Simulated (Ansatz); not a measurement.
# FeCu: a single-point run

The task is a single-point run on FeCu. The structure is shown as the input types it.

Program: Ansatz 0.2.0. Level of theory: DFT, PBEsol, PAW with Ansatz's default frozen-core files, scalar-relativistic. These are calculated values, not measurements.

## (1) The system as given

The structure is orthorhombic, space group Cmmm (No. 65). Conventional cell: a = 2.877 Å, b = 3.976 Å, c = 4.138 Å, α = 90.00°, β = 90.00°, γ = 90.00°. Fe (site symmetry mmm) is surrounded by 4 Fe at 2.45 Å and 4 Cu at 2.52 Å. Cu (site symmetry mmm) is surrounded by 4 Cu at 2.45 Å and 4 Fe at 2.52 Å.

As a file:

```xyz
2
Lattice="1.4383 -1.9879 0.0000 1.4383 1.9879 0.0000 0.0000 0.0000 4.1381" Properties=species:S:1:pos:R:3 pbc="T T T"
Fe    0.0000    0.0000    0.0000
Cu    1.4383    0.0000    2.0691
```

## (2) Input and run

input.yaml

```yaml
crystal:
  lattice:
    - [1.438272, -1.987934, 0.0]
    - [1.438272, 1.987934, 0.0]
    - [0.0, 0.0, 4.138135]
  atoms:
    - { symbol: Fe, position: [0.0, 0.0, 0.0], spin: 2.6, spin_axis: [0.0, 0.0, 1.0] }
    - { symbol: Cu, position: [0.5, 0.5, 0.5] }
magnetization:
  noncollinear: true
  spin_spiral: { q: [-0.0833333333, 0.0833333333, 0.0] }
kpoints:
  mp_grid: { grid: [12, 12, 6], shift: [0.5, 0.5, 0.0] }
scf:
  occupations: { method: fermi_dirac, width: 0.03 }
  max_iter: 75
  lower_state_search: "off"
hamiltonian:
  xc: pbesol
  pseudopotentials: { kind: paw }
output:
  eigenvalues: false
```

Run with:

```sh
$ ansatz run input.yaml --threads 2 --pin off --max-ram 5120MiB --backend cpu --events-out ev --progress --plain --runs-dir out
```

Q: Will this input give a usable result? If not, why, and what should change?

The run ended at the input check. Its message: «inconsistent input (magnetization.spin_spiral, crystal.atoms[].spin_axis): no atom starts with a moment across z, which is what a spiral turns (a moment without a spin_axis starts along z); type a spin_axis across z ...»

The combination asked for isn't defined or isn't served.

The cure: change one of the two, as the message says.
